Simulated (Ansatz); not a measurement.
# ScIn3As2: the cost of one run

Method: DFT PBE, scalar-relativistic, plane waves, PAW, in Ansatz 0.2.0.

## (1) Starting point

It takes space group P6/mmm (No. 191, hexagonal). Conventional cell: a = 6.058 Å, b = 6.058 Å, c = 4.743 Å, α = 90.00°, β = 90.00°, γ = 120.00°. Around Sc (site symmetry 6/mmm) lie 6 As at 3.50 Å and 12 In at 3.85 Å. Around In (site symmetry mmm) lie 4 As at 2.95 Å and 4 In at 3.03 Å. Around As (site symmetry -6m2) lie 6 In at 2.95 Å and 3 Sc at 3.50 Å.

Structure file:

```
Sc In As
1.0
     6.05785    0.00000    0.00000
    -3.02893    5.24625    0.00000
     0.00000    0.00000    4.74324
Sc In As
1 3 2
Direct
  0.00000 0.00000 0.50000
  0.50000 0.00000 0.00000
  0.00000 0.50000 0.00000
  0.50000 0.50000 0.00000
  0.33333 0.66667 0.50000
  0.66667 0.33333 0.50000
```

The cell is invented: random cell by space group and Wyckoff sites (P6/mmm, No. 191). Its size is a rough estimate.

## (2) Probe: one point on a coarse mesh

The input, input.yaml:

```yaml
crystal:
  lattice:
    - [6.05785281, 0.0, 0.0]
    - [-3.02892641, 5.24625443, 0.0]
    - [0.0, 0.0, 4.74324214]
  atoms:
    - { symbol: Sc, position: [0.0, 0.0, 0.5] }
    - { symbol: In, position: [0.5, 0.0, 0.0] }
    - { symbol: In, position: [0.0, 0.5, 0.0] }
    - { symbol: In, position: [0.5, 0.5, 0.0] }
    - { symbol: As, position: [0.33333333, 0.66666667, 0.5] }
    - { symbol: As, position: [0.66666667, 0.33333333, 0.5] }
basis:
  ecutwfc: 420
kpoints:
  mp_grid: { grid: [3, 3, 4] }
hamiltonian:
  xc: pbe
scf:
  occupations: { method: gaussian, width: 0.1 }
  lower_state_search: "off"
output:
  forces: true
  stress: true
  eigenvalues: true
```

On the command line:

```sh
> ansatz run input.yaml --threads 1 --pin off --max-ram 2560MiB --backend cpu --events-out ev --progress --plain --runs-dir out
```

**Question.** How long does this run take on 1 thread of Intel Xeon Platinum 8259CL at 2.50GHz (Skylake/Cascade Lake), shared host, and how much memory does it need?

About 6 s, with a peak of 0.5 GiB.
